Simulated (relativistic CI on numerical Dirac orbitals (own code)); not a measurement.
**Kr³⁺: one ion under different settings**

How much do the settings matter for Kr³⁺? One ion, several inputs.

The numbers are computed with relativistic CI on numerical Dirac orbitals (own code) version 3 (Dirac-Coulomb-Breit CI, KLI orbitals optimised for each configuration, model QED (radiative potential, 1s self-energy scaled to tabulated hydrogen-like ionisation energies), numerical settings as typed), except any that are marked as measured or tabulated.

### 1 Starting point

- ion: Kr³⁺ (Kr IV)
- nuclear charge: 36
- electrons: 33
- isotope: A = 84

### 2 The usual input

Input settings:

```ini
atom Kr  Z=36  charge=3  electrons=33
nucleus A=84  rms_radius_fm=4.1884
hamiltonian dirac-coulomb  breit=on  qed=on  c_scale=1
orbitals kli  potential=per-configuration
slater_scale 1
correlation none
mixing on
grid step=0.0125 r_max=37.3
scf mixing=0.4 start=green max_iterations=150 tolerance=2e-08 node_fill=0.05
configurations
  [Ar] 3d10 4s2 4p3
end
```

Run with:

```console
> python run_levels.py task.json out
```

task.json lists these runs, among others, and the program works through them in turn.

### 3 Slater scale 0.6, start potential thomas-fermi

Input settings:

```ini
atom Kr  Z=36  charge=3  electrons=33
nucleus A=84  rms_radius_fm=4.1884
hamiltonian dirac-coulomb  breit=on  qed=on  c_scale=1
orbitals kli  potential=per-configuration
slater_scale 0.6
correlation none
mixing on
grid step=0.0125 r_max=37.3
scf mixing=0.4 start=thomas-fermi max_iterations=150 tolerance=2e-08 node_fill=0.05
configurations
  [Ar] 3d10 4s2 4p3
end
```

### 4 Grid step 0.03

Input settings:

```ini
atom Kr  Z=36  charge=3  electrons=33
nucleus A=84  rms_radius_fm=4.1884
hamiltonian dirac-coulomb  breit=on  qed=on  c_scale=1
orbitals kli  potential=per-configuration
slater_scale 1
correlation none
mixing on
grid step=0.03 r_max=37.3
scf mixing=0.4 start=green max_iterations=150 tolerance=2e-08 node_fill=0.05
configurations
  [Ar] 3d10 4s2 4p3
end
```

### 5 End of the grid 55.95

Changes to the settings of step 4:

```diff
@@ -7,3 +7,3 @@
 mixing on
-grid step=0.03 r_max=37.3
+grid step=0.0125 r_max=55.95
 scf mixing=0.4 start=green max_iterations=150 tolerance=2e-08 node_fill=0.05
```

### 6 End of the grid 111.9

Changes to the settings of step 5:

```diff
@@ -7,3 +7,3 @@
 mixing on
-grid step=0.0125 r_max=55.95
+grid step=0.0125 r_max=111.9
 scf mixing=0.4 start=green max_iterations=150 tolerance=2e-08 node_fill=0.05
```

### 7 Speed-of-light factor 0.4

Input settings:

```ini
atom Kr  Z=36  charge=3  electrons=33
nucleus A=84  rms_radius_fm=4.1884
hamiltonian dirac-coulomb  breit=on  qed=on  c_scale=0.4
orbitals kli  potential=per-configuration
slater_scale 1
correlation none
mixing on
grid step=0.0125 r_max=37.3
scf mixing=0.4 start=green max_iterations=60 tolerance=2e-08 node_fill=0.05
configurations
  [Ar] 3d10 4s2 4p3
end
```

(Steps that only read results are left out.)

Before running it: what results should come out? Wanted: lowest level, usual settings; total energy; first excitation.

**Answer**, as computed:

| setting | total energy less usual (Ha) | largest shift of a level among the lowest eight of both runs, same label and place (cm⁻¹) | SCF iterations | time | lowest level | kind of change |
| --- | --- | --- | --- | --- | --- | --- |
| usual | 0 | 0 | 12 | 0.069 s | 4p3 4S°3/2 | - |
| Slater scale 0.6, start potential thomas-fermi | 0.0393 | 14600 | 11 | 0.067 s | 4p3 4S°3/2 | model term |
| grid step 0.03 | 0.000209 | 0.00682 | 12 | 0.035 s | 4p3 4S°3/2 | numerical |
| end of the grid 55.95 | 0 | 0 | 12 | 0.069 s | 4p3 4S°3/2 | numerical |
| end of the grid 111.9 | 0 | 0 | 12 | 0.071 s | 4p3 4S°3/2 | numerical |
| speed-of-light factor 0.4 | -238 | 74000 | 12 | 0.071 s | 4p3 [4p3/2] J=3/2° | unsound |

| quantity | value |
| --- | --- |
| lowest level, usual settings | 4p3 4S°3/2 |
| total energy | -2783.8713 Ha |
| first excitation | 21583 cm⁻¹ |

What this shows: Among the runs whose levels can be followed, they move most under «speed-of-light factor 0.4» (unsound), by up to 74000 cm⁻¹. No visible change in the result comes from «end of the grid 55.95» or «end of the grid 111.9». Only the listed configurations are in the model. In a near-neutral ion this small CI can misplace whole configurations by 10,000 cm⁻¹ or more.
